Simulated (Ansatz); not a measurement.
# C6H14AlClO: how energies converge with the basis set

The task here is to estimate one member of a computed series from the others.

Method: one geometry, several basis sets; program: Ansatz 0.2.0, Gaussian basis.

Levels to be run: PBE0-D4/def2-SVP; ωB97M-V/def2-SVP; PBE0-D4/def2-QZVPP; ωB97M-V/def2-QZVPP; the functionals' def2-TZVPP values are taken from earlier runs.

## The geometry

An earlier PBE0-D4 in a triple-zeta def2 set relaxation fixed the geometry.

SMILES `CC(C)[O][Al]([Cl])[CH](C)C`, 23 atoms, charge 0, spin multiplicity 1.

Atoms are counted from 1 here; the program's logs count them from 0.

Bond lengths: C1–C2 1.517 Å, C1–H10 1.093 Å, C1–H11 1.093 Å, C1–H12 1.093 Å, C2–C3 1.515 Å, C2–O4 1.406 Å, C2–H13 1.100 Å, C3–H14 1.093 Å, C3–H15 1.093 Å, C3–H16 1.092 Å, O4–Al5 1.675 Å, Al5–Cl6 2.100 Å, Al5–C7 1.958 Å, C7–C8 1.530 Å, C7–C9 1.527 Å, C7–H17 1.100 Å, C8–H18 1.096 Å, C8–H19 1.093 Å and more. Angles: C2–C1–H10 110.0°, C2–C1–H11 110.9°, C2–C1–H12 110.8°, H10–C1–H11 108.5°, H10–C1–H12 108.3°, H11–C1–H12 108.1°, C1–C2–C3 111.9°, C1–C2–O4 109.8°, C1–C2–H13 108.4°, C3–C2–O4 108.7°, C3–C2–H13 108.5°, O4–C2–H13 109.5°, C2–C3–H14 110.0°, C2–C3–H15 110.9°, C2–C3–H16 110.5°, H14–C3–H15 108.7°, H14–C3–H16 108.2°, H15–C3–H16 108.5° and more.

The first run:

Input file in.yaml:

```yaml
crystal:
  periodic: [false, false, false]
  atoms:
    - {symbol: C, position_ang: [-0.059544, -1.858790, -1.936109]}
    - {symbol: C, position_ang: [-1.032944, -1.173217, -0.996790]}
    - {symbol: C, position_ang: [-2.471162, -1.533437, -1.310284]}
    - {symbol: O, position_ang: [-0.884974, 0.221979, -1.094358]}
    - {symbol: Al, position_ang: [-0.013685, 1.487580, -0.426241]}
    - {symbol: Cl, position_ang: [-0.421351, 3.378585, -1.244629]}
    - {symbol: C, position_ang: [1.313084, 1.340012, 1.006080]}
    - {symbol: C, position_ang: [1.094673, 2.390535, 2.096906]}
    - {symbol: C, position_ang: [1.414529, -0.065009, 1.595981]}
    - {symbol: H, position_ang: [-0.247193, -1.543140, -2.965463]}
    - {symbol: H, position_ang: [-0.163225, -2.945087, -1.881281]}
    - {symbol: H, position_ang: [0.972192, -1.602793, -1.681473]}
    - {symbol: H, position_ang: [-0.809134, -1.495248, 0.030699]}
    - {symbol: H, position_ang: [-2.719723, -1.228632, -2.329794]}
    - {symbol: H, position_ang: [-2.631598, -2.610342, -1.218528]}
    - {symbol: H, position_ang: [-3.151379, -1.022617, -0.626262]}
    - {symbol: H, position_ang: [2.270816, 1.572463, 0.516721]}
    - {symbol: H, position_ang: [1.904831, 2.362148, 2.834829]}
    - {symbol: H, position_ang: [1.051157, 3.404242, 1.691578]}
    - {symbol: H, position_ang: [0.161855, 2.215620, 2.642721]}
    - {symbol: H, position_ang: [1.633378, -0.822327, 0.838497]}
    - {symbol: H, position_ang: [0.485317, -0.361161, 2.092732]}
    - {symbol: H, position_ang: [2.208878, -0.118166, 2.349767]}
basis:
  gaussian: {orbitals: def2-SVP}
hamiltonian: {xc: pbe0, dispersion: d4}
output: {orbitals: {seedname: orbitals}}
```

Among the steps run: PBE0-D4 in def2-SVP; ωB97M-V in def2-SVP; PBE0-D4 in def2-QZVPP; ωB97M-V in def2-QZVPP.

One of the session's tables, all rows but one given; the rest of the session is left out.

It belongs to the step «Functionals by basis». 

| functional | basis | HOMO (eV) | LUMO (eV) |
| --- | --- | --- | --- |
| PBE0-D4 | def2-SVP | -7.41 | -0.13 |
| PBE0-D4 | def2-TZVPP | -7.45 | -0.31 |
| PBE0-D4 | def2-QZVPP | -7.47 | -0.42 |
| ωB97M-V | def2-SVP | -9.62 | 1.54 |
| ωB97M-V | def2-TZVPP | -9.68 | 1.22 |
| ωB97M-V | def2-QZVPP | ? | ? |

Estimate the missing values for ωB97M-V, def2-QZVPP.

The run gave: HOMO (eV): -9.69; LUMO (eV): 0.89. In the column «HOMO (eV)» it is the lowest.
